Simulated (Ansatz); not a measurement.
From input file to script: C₂H₄Se, SMILES C1C[Se]1 in Ansatz 0.2.0.

```yaml
crystal:
  periodic: [false, false, false]
  atoms:
    - { symbol: C, position_ang: [-0.565, -0.1109, -0.4099] }
    - { symbol: C, position_ang: [0.6115, 0.204, 0.3305] }
    - { symbol: Se, position_ang: [-0.2098, -1.5277, 0.811] }
    - { symbol: H, position_ang: [-0.3751, -0.3071, -1.4941] }
    - { symbol: H, position_ang: [-1.484, 0.5398, -0.13] }
    - { symbol: H, position_ang: [0.51, 1.0062, 1.1098] }
    - { symbol: H, position_ang: [1.5737, 0.1276, -0.2631] }
basis:
  gaussian:
    orbitals: def2-SVP
correlation:
  method: sc_nevpt2
  active_space:
    window:
      electrons: 6
      orbitals: 6
```

`c2h4se.py`
```python
import logging
import sys

import ansatz as az

logging.basicConfig(stream=sys.stdout, format="[%(levelname)s] %(message)s")
log = logging.getLogger("calc")
log.setLevel(logging.INFO)

geometry_ang = [
    ("C", [-0.565, -0.1109, -0.4099]),
    ("C", [0.6115, 0.204, 0.3305]),
    ("Se", [-0.2098, -1.5277, 0.811]),
    ("H", [-0.3751, -0.3071, -1.4941]),
    ("H", [-1.484, 0.5398, -0.13]),
    ("H", [0.51, 1.0062, 1.1098]),
    ("H", [1.5737, 0.1276, -0.2631]),
]
geometry = az.Crystal.molecule()
for symbol, xyz in geometry_ang:
    geometry = geometry.atom(symbol, xyz)

job = (
    geometry.calculation()
    .basis(gaussian="def2-SVP")
    .correlation(active_electrons=6, active_orbitals=6)
)
for method in ["sc_nevpt2"]:
    rep = (job if method is None else job.correlation(method)).run(threads=1, backend="cpu").report
    space = rep["configurations"]
    state = space["states"][0]
    print(method or "casscf", f"total {rep['free_energy_ev'] / 27.211386246:.6f} Ha, active-space state {state['energy']['hartree']:.6f} Ha, mean field {rep['reference_energy_ev'] / 27.211386246:.6f} Ha")
    print("  determinants", state["n_determinants"], " natural occupations", [round(n, 3) for n in space["natural_occupations"]])
```

```console
$ python c2h4se.py
sc_nevpt2 total -2478.017151 Ha, active-space state -2477.571384 Ha, mean field -2477.507750 Ha
  determinants 400  natural occupations [1.983, 1.962, 1.953, 0.056, 0.029, 0.018]
```

Notes:
- Total energies depend on the basis set; only differences at equal settings carry meaning.
- The geometry is a force-field or estimated start, not a minimum of this method, and the basis set is short of its limit. The active space starts as a window about the frontier orbitals and is then optimised, not chosen by chemistry.
- Hardware and time: 5.5 s on 1 thread of Arm Neoverse V1 (shared host), peak memory 0.22 GiB.

(Lines on the test bed's own set-up are left out of the output.)
